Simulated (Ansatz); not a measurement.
Predict the output of the script below (the Ansatz DFT code, driven from Python).

The script reads `clh3sesi.xyz`:
```text
6

Cl   -2.38850    0.10660   -0.11170
Si   -0.37080   -0.06100   -0.35970
Se    0.63360    0.31080    1.62660
H     0.01270   -1.40820   -0.82860
H     0.11820    0.91120   -1.36400
H     2.03680    0.07650    0.99120
```

`bde_clh3sesi.py`:
```python
"""X-H bond energies of ClH3SeSi without relaxation."""

import ansatz as az

BASIS = "6-31G*"
XC = "r2SCAN"


def energy_of(molecule, charge=0, unpaired=0):
    calc = molecule.calculation().basis(gaussian=BASIS).functional(XC)
    if charge:
        calc = calc.charge(charge)
    if unpaired:
        calc = calc.spin("collinear", total=unpaired)
    report = calc.run(threads=1, pin="off").report
    if report["published_state_doubts"]:
        print("  doubts:", report["published_state_doubts"])
    return report["free_energy_ev"]

def without(molecule, index):
    rest = az.Crystal.molecule()
    for i, site in enumerate(molecule.cartesian_sites):
        if i != index:
            rest = rest.atom(site.symbol, site.position_ang)
    return rest


def main() -> None:
    geometry = az.Crystal.molecule_from_extxyz("clh3sesi.xyz")

    whole = energy_of(geometry, 0)
    hydrogen = energy_of(az.Crystal.molecule().atom("H", (0, 0, 0)), 0, 1)
    print(f"E(molecule) = {whole:.5f} eV, E(H) = {hydrogen:.5f} eV")
    for index in [4, 5]:
        radical = energy_of(without(geometry, index), 0, 1)
        print(f"H{index}: homolysis {96.485332 * (radical + hydrogen - whole):.1f} kJ/mol")


if __name__ == "__main__":
    main()
```

`python bde_clh3sesi.py` gives:
```text
E(molecule) = -85789.53970 eV, E(H) = -13.55744 eV
H4: homolysis 367.6 kJ/mol
H5: homolysis 325.6 kJ/mol
```

Reading the output:
- Total energies depend on the basis set; only differences at equal settings carry meaning.
- The geometry is a force-field or estimated start, not a minimum of this method, and the basis set is short of its limit. All parts are taken at fixed geometry, without zero-point energy.
- The spin-orbit lowering of heavy atoms is left out.
- Run time: 28 s on 1 thread of Arm Neoverse V2 (shared host), peak memory 0.26 GiB.
